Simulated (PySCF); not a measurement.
**Cs₂F₂: singlet, from a rhombic ring start**

The task is one start of a wider search on Cs₂F₂: the singlet, from a rhombic ring start. It is relaxed, tested by its Hessian and followed downhill if it is a saddle.

The runs use PySCF 2.14.0; PBE0, basis Cs def2-TZVP with ECP46, F def2-TZVP, scalar-relativistic core potentials, no spin–orbit coupling, density fitting.

## (1) The starting structure

4 atoms, charge 0, spin multiplicity 1.

Bond lengths: Cs1–F3 3.138 Å, Cs1–F4 3.138 Å, Cs2–F3 3.138 Å, Cs2–F4 3.138 Å. Angles: F3–Cs1–F4 94.0°, F3–Cs2–F4 94.0°, Cs1–F3–Cs2 86.0°, Cs1–F4–Cs2 86.0°.

Z-matrix (Å, degrees; charge 0 multiplicity 1):
```
Cs
Cs 1 4.2796
F  1 3.1376 2 47.00
F  1 3.1376 2 47.00 3 180.00
```

## (2) First SCF at the start

The steps below are one call of a driver around PySCF. For each, scf.py gives the equivalent set-up of the SCF; relaxations use the driver's own optimiser. After this first run the driver tries any further starts and a stability analysis.

scf.py reads:

```python
from pyscf import gto, scf, dft
mol = gto.M(atom='''
Cs     2.139800     0.000000     0.000000
Cs    -2.139800     0.000000     0.000000
F      0.000000     2.294700     0.000000
F      0.000000    -2.294700     0.000000''',
    basis={'Cs': 'def2-TZVP', 'F': 'def2-TZVP'},
    ecp={'Cs': 'def2-TZVP'},
    charge=0, spin=0)
mf = dft.RKS(mol, xc='PBE0')
mf.grids.atom_grid = (50, 194)
aux = {'Cs': 'def2-universal-JKFIT', 'F': 'def2-universal-JKFIT'}
mf = mf.density_fit(auxbasis=aux)
mf.conv_tol = 1e-08
mf.diis_space = 10
mf.max_cycle = 60
mf.init_guess = 'minao'
mf.verbose = 4
mf.kernel()
```

The run is started by

```
> OMP_NUM_THREADS=2 python axn.py task.json out
```

What it wrote:

```text
init E= -232.920836263834
  HOMO = -0.692093170747551  LUMO = -0.287408148836987  gap/eV = 11.01204
cycle= 1 E= -239.73620910598  delta_E= -6.82  |g|= 1.17  |ddm|= 2.53
cycle= 2 E= -228.896333012628  delta_E= 10.8  |g|= 6.06  |ddm|= 47.7
  HOMO = -0.256144922290935  LUMO = -0.0399108795362116  gap/eV = 5.88403
cycle= 3 E= -240.007242290937  delta_E= -11.1  |g|= 0.252  |ddm|= 47.6
  HOMO = -0.200251268895649  LUMO = -0.0274637185723421  gap/eV = 4.70179
cycle= 4 E= -240.012801803839  delta_E= -0.00556  |g|= 0.114  |ddm|= 0.427
  HOMO = -0.217588379675694  LUMO = -0.027083232947376  gap/eV = 5.18391
cycle= 5 E= -240.015048982021  delta_E= -0.00225  |g|= 0.0165  |ddm|= 0.0925
  HOMO = -0.221181499748222  LUMO = -0.0281793570617858  gap/eV = 5.25186
cycle= 6 E= -240.015099483662  delta_E= -5.05e-05  |g|= 0.00202  |ddm|= 0.0233
  HOMO = -0.221513147656055  LUMO = -0.0281993795070697  gap/eV = 5.26034
cycle= 7 E= -240.015100284755  delta_E= -8.01e-07  |g|= 0.000187  |ddm|= 0.00256
  HOMO = -0.2215145279965  LUMO = -0.0281945773830853  gap/eV = 5.26050
cycle= 8 E= -240.015100292971  delta_E= -8.22e-09  |g|= 8.95e-05  |ddm|= 0.000309
  HOMO = -0.221490969596999  LUMO = -0.0281923553412033  gap/eV = 5.25992
Extra cycle  E= -240.015100291094  delta_E= 1.88e-09  |g|= 0.000148  |ddm|= 0.000181
converged SCF energy = -240.015100291094
```

This step, with its further starts and checks, took 3.2 s on 2 threads of Intel Xeon 6975P-C (Granite Rapids), shared host.

The test of internal stability found no lower closed-shell solution.

## (3) Relaxation: rhombic ring start, singlet

The program finds D2h symmetry in the start, which this walk keeps. Threshold on the gradient: 0.0003 Eh/bohr, with a further test on the energy change.

scf.py, as its differences from that of step 2:

```diff
@@ -4,2 +4,2 @@
-Cs    -2.139800     0.000000     0.000000
-F      0.000000     2.294700     0.000000
+Cs    -2.139800    -0.000000    -0.000000
+F     -0.000000     2.294700    -0.000000
@@ -17 +16,0 @@
-mf.init_guess = 'minao'
```

Steps of the walk:

```tsv
step	energy (Eh)	change (kJ/mol)	largest symmetric gradient (Eh/bohr)
0	-240.015100	0.00	0.02510
1	-240.024049	-23.49	0.02355
2	-240.046902	-83.49	0.01676
3	-240.060287	-118.64	0.00176
4	-240.060533	-119.28	0.00143
5	-240.060534	-119.29	0.00111
6	-240.060550	-119.33	0.00034
7	-240.060577	-119.40	0.00017
8	-240.060648	-119.58	0.00008
9	-240.060660	-119.62	0.00002
```

The walk took 34 s.

It settles in D2h symmetry, 119.6 kJ/mol below the start, after 9 steps: Cs–Cs 4.080 Å, Cs–F 2.615 Å (×4); Cs–Cs–F 38.7° (×4), Cs–F–Cs 102.6° (×2), F–Cs–F 77.4° (×2).

## (4) Is it a minimum? Harmonic modes

On the finer grid the gradient is checked again; gradients at displacements of ±0.02 bohr then give force constants and infrared intensities.

scf.py, as its differences from that of step 3:

```diff
@@ -3,4 +3,4 @@
-Cs     2.139800     0.000000     0.000000
-Cs    -2.139800    -0.000000    -0.000000
-F     -0.000000     2.294700    -0.000000
-F      0.000000    -2.294700     0.000000''',
+Cs     2.037079     0.000000     0.000000
+Cs    -2.037079    -0.000000    -0.000000
+F     -0.000000     1.640689    -0.000000
+F      0.000000    -1.640689     0.000000''',
@@ -11 +11 @@
-mf.grids.atom_grid = (50, 194)
+mf.grids.atom_grid = (75, 302)
@@ -14 +14 @@
-mf.conv_tol = 1e-08
+mf.conv_tol = 1e-10
```

The driver hands on the density of the step before, so the log starts near convergence.

Log of the central SCF (cycles and frontier levels):

```text
init E= -240.060465042835
  HOMO = -0.254432833399628  LUMO = -0.0146180858570498  gap/eV = 6.52569
cycle= 1 E= -240.060465042817  delta_E= 1.76e-11  |g|= 1.28e-05  |ddm|= 1.4e-05
  HOMO = -0.254428667627554  LUMO = -0.014618008560129  gap/eV = 6.52558
cycle= 2 E= -240.060465042763  delta_E= 5.43e-11  |g|= 2.3e-05  |ddm|= 2.42e-05
  HOMO = -0.254431273737271  LUMO = -0.014618055451382  gap/eV = 6.52565
cycle= 3 E= -240.060465042843  delta_E= -7.96e-11  |g|= 2.93e-07  |ddm|= 1.53e-05
  HOMO = -0.254431345010759  LUMO = -0.0146180577797181  gap/eV = 6.52565
Extra cycle  E= -240.060465042843  delta_E=    0  |g|= 2.58e-07  |ddm|= 5.95e-07
converged SCF energy = -240.060465042843
```

The whole step took 59 s.

Geometry: D2h; Cs–Cs 4.074 Å, Cs–F 2.616 Å (×4); Cs–Cs–F 38.8° (×4), Cs–F–Cs 102.3° (×2), F–Cs–F 77.7° (×2).

Harmonic modes (main isotopes):

```
symmetry  ω (cm⁻¹)  IR (km/mol)
     b3u        80         47.8
      ag        88          0.0
     b3g       211          0.0
     b2u       222          112
      ag       242          0.0
     b1u       277          199
```

No imaginary mode, so this is a minimum.

Properties at this point:

| Quantity | Value |
| --- | --- |
| Dipole moment | 0.00 D |
| Highest occupied level | -6.92 eV |
| Lowest empty level | -0.40 eV |
| Rotational constants | 0.1648, 0.01528, 0.01399 cm⁻¹ |
| Zero-point energy | 6.7 kJ/mol |
| Principal polarisabilities | 40.8, 49.4, 69.5 bohr³ |
| Atomisation energy without zero-point energy | 1124 kJ/mol |
| Principal traceless quadrupole moments about the centre of mass | -33.18, -0.34, 33.52 D Å |
| Entropy at 298.15 K and 1 bar | 357.4 J/(mol K) |
| Heat capacity Cp at 298.15 K | 79.5 J/(mol K) |
| Enthalpy at 298.15 K above 0 K | 19.24 kJ/mol |
| Rotational symmetry number | 4 |

Populations by atom (charges in e):

| atom | Mulliken | Löwdin | polar tensor | Mayer order to Cs1 |
| --- | --- | --- | --- | --- |
| Cs1 | 0.78 | 0.66 | 0.97 | – |
| Cs2 | 0.78 | 0.66 | 0.97 | 0.05 |
| F3,4 | -0.78 | -0.66 | -0.97 | 0.18 |

Mulliken populations on Cs1 (outside its core potential): s 2.06, p 5.99, d 0.17.

## (5) Density, ELF and potential

The plane holds Cs1 at (0.00, 0.00), Cs2 at (4.07, 0.00), F3 at (2.04, 1.64), F4 at (2.04, -1.64) Å. Columns run from x = -1.95 to 6.45 Å, rows from y = 4.05 (top) to -3.75 Å, in steps of 0.3 Å. Electrons inside core potentials are absent.

Density (cut at 5 e/Å³):

Ten steps from '0' (0.000 e/Å³) to '9' (5.000 e/Å³), finer at the low end (step k begins (100^(k/10) - 1)/99 of the way up):
```
00000000000000000000000000000
00000000000000000000000000000
00000000000000000000000000000
00000000000000000000000000000
00000000000112211000000000000
00000000001234432100000000000
00000000012467753100000000000
00000000013699985210000000000
00001111124799995311111000000
00012333323699985323332210000
00124555443468764345554321000
01245677654344433466766531000
01356655664322223566457642100
01357500565311124662016642100
01357500565311124662016642100
01356655664322223566457642100
01245677654344433466766531000
00124555443468764345554321000
00012333323699985323332210000
00001111124799995311111000000
00000000013699985210000000000
00000000012467753100000000000
00000000001234432100000000000
00000000000112211000000000000
00000000000000000000000000000
00000000000000000000000000000
00000000000000000000000000000
```

ELF (0 where the density is under 0.005 e/Å³):

Ten even steps from '0' (0.00) to '9' (0.96):
```
00000000000000000000000000000
00000000000000000000000000000
00000000000000000000000000000
00000000000112111000000000000
00000000012334432100000000000
00000000013567664200000000000
00000000014788876300000000000
00012110015887887300012110000
00235542005889187200355431000
02467886302786886015787753100
14688999830488872158999875300
25789999982046620589999986410
36899833897101103896258987520
36898200398300016980007987520
36898200398300016980007987520
36899833897101103896258987520
25789999982046620589999986410
14688999830488872158999875300
02467886302786886015787753100
00235542005889187200355431000
00012110015887887300012110000
00000000014788876300000000000
00000000013567664200000000000
00000000012334432100000000000
00000000000112111000000000000
00000000000000000000000000000
00000000000000000000000000000
```

Electrostatic potential (cut at 20 V):

Ten steps from '0' (-4.14 V) to '9' (20.00 V), finer at the low end (step k begins (100^(k/10) - 1)/99 of the way up):
```
66666655555555555555566666666
66666655555544455555556666666
66666655554444444555556666666
66666655554332334455566666666
66666655543210013455566666666
66666665543113212345566666666
66666666543368852355666666666
66666666544699985456666666666
66667777655799996566777766666
66777788766799996677887776666
67778999987678866789998877666
67789999998655567899999987766
77899999999765568999999987766
77899999999766678999999987766
77899999999766678999999987766
77899999999765568999999987766
67789999998655567899999987766
67778999987678866789998877666
66777788766799996677887776666
66667777655799996566777766666
66666666544699985456666666666
66666666543368852355666666666
66666665543113212345566666666
66666655543210013455566666666
66666655554332334455566666666
66666655554444444555556666666
66666655555544455555556666666
```

Values on the line from Cs1 (at 0) through Cs2 (at 4.074 Å):

```tsv
distance (Å)	density (e/Å³)	ELF	electrostatic potential (V)
-1.43	0.181	0.765	5.31
-1.02	0.754	0.881	19.1
0.81	1.14	0.897	40.1
1.22	0.326	0.688	8.69
1.63	0.0756	0.0508	1.21
2.04	0.0441	0.0138	-0.466
2.44	0.0756	0.0508	1.21
2.85	0.326	0.688	8.69
3.26	1.14	0.897	40.1
3.67	0.215	0.106	191
4.28	0.00209	1.82e-05	509
4.69	1.05	0.712	86.8
5.09	0.754	0.881	19.1
5.50	0.181	0.765	5.31
5.91	0.0358	0.48	2.32
6.31	0.00704	0.137	1.43
```

Making the fields took 1 s.

## (6) What came out

| quantity | value |
| --- | --- |
| minimum | singlet, D2h |
| geometry | Cs–Cs 4.074 Å, Cs–F 2.616 Å (×4); Cs–Cs–F 38.8° (×4), Cs–F–Cs 102.3° (×2), F–Cs–F 77.7° (×2) |
| wavenumbers (cm⁻¹) | 80 (b3u), 88 (ag), 211 (b3g), 222 (b2u), 242 (ag), 277 (b1u) |
| dipole moment | 0.00 D |
| highest occupied, lowest empty level | -6.92, -0.40 eV |
| polar-tensor charge of Cs1 | +0.97 e |
| zero-point energy | 6.7 kJ/mol |
| entropy at 298.15 K | 357.4 J/(mol K) |
| atomisation energy (no zero-point energy) | 1124 kJ/mol |

What this shows: The rhombic ring start keeps its D2h symmetry and ends in a minimum. In the infrared the band at 277 cm⁻¹ (b1u) leads. Cs1 has a polar-tensor charge of +1.0 e (a dipole derivative, not a static charge), yet symmetry cancels the bond dipoles. Only this shape and spin were tried, so other structures or states may lie lower. Spin–orbit coupling is left out.

The search up to here took 96 s on 2 threads of Intel Xeon 6975P-C (Granite Rapids), shared host.
